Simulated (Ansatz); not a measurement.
# SiPd3Pt: the cost of one run

Program: Ansatz 0.2.0. Level of theory: DFT PBE, scalar-relativistic, plane waves, PAW. These are calculated values, not measurements.

**1. The structure to begin with**

The structure is cubic, space group Pm-3m (No. 221). The conventional cell has a = 4.209 Å, b = 4.209 Å, c = 4.209 Å, α = 90.00°, β = 90.00°, γ = 90.00°. Around Si (site symmetry m-3m) lie 12 Pd at 2.98 Å. Pd (site symmetry 4/mmm) has 2 Pt at 2.10 Å and 4 Si at 2.98 Å and 8 Pd at 2.98 Å in its first shell of neighbours. Pt (site symmetry m-3m) is surrounded by 6 Pd at 2.10 Å.

As a file:

```cif
data_structure
_symmetry_space_group_name_H-M 'Pm-3m'
_symmetry_Int_Tables_number 221
_cell_length_a 4.2088
_cell_length_b 4.2088
_cell_length_c 4.2088
_cell_angle_alpha 90.000
_cell_angle_beta 90.000
_cell_angle_gamma 90.000
_cell_volume 74.55
loop_
_atom_site_label
_atom_site_type_symbol
_atom_site_symmetry_multiplicity
_atom_site_Wyckoff_symbol
_atom_site_fract_x
_atom_site_fract_y
_atom_site_fract_z
_atom_site_occupancy
Si1 Si 1 a 0.00000 0.00000 0.00000 1
Pd1 Pd 3 c 0.00000 0.50000 0.50000 1
Pt1 Pt 1 b 0.50000 0.50000 0.50000 1
```

A structure generator made this guess: species swapped into a database cell of ErBRh3 (Pm-3m, No. 221), with Si on the Er sites, Pt on the B sites and Pd on the Rh sites. The dimensions are guesses.

**2. The guess as it stands, on a coarse mesh**

The input, input.yaml:

```yaml
crystal:
  lattice:
    - [4.20877998, 0.0, 0.0]
    - [0.0, 4.20877998, 0.0]
    - [0.0, 0.0, 4.20877998]
  atoms:
    - { symbol: Si, position: [0.0, 0.0, 0.0] }
    - { symbol: Pd, position: [0.0, 0.5, 0.5] }
    - { symbol: Pd, position: [0.5, 0.0, 0.5] }
    - { symbol: Pd, position: [0.5, 0.5, 0.0] }
    - { symbol: Pt, position: [0.5, 0.5, 0.5] }
basis:
  ecutwfc: 420
kpoints:
  mp_grid: { grid: [4, 4, 4] }
hamiltonian:
  xc: pbe
scf:
  occupations: { method: gaussian, width: 0.1 }
  lower_state_search: "off"
output:
  forces: true
  stress: true
  eigenvalues: true
```

Command:

```sh
$ ansatz run input.yaml --threads 1 --pin off --max-ram 2560MiB --backend cpu --events-out ev --progress --plain --runs-dir out
```

**Question.** How long does this run take on 1 thread of Arm Neoverse V1, shared host, and how much memory does it need?

About 2.3 s, with a peak of 0.33 GiB.
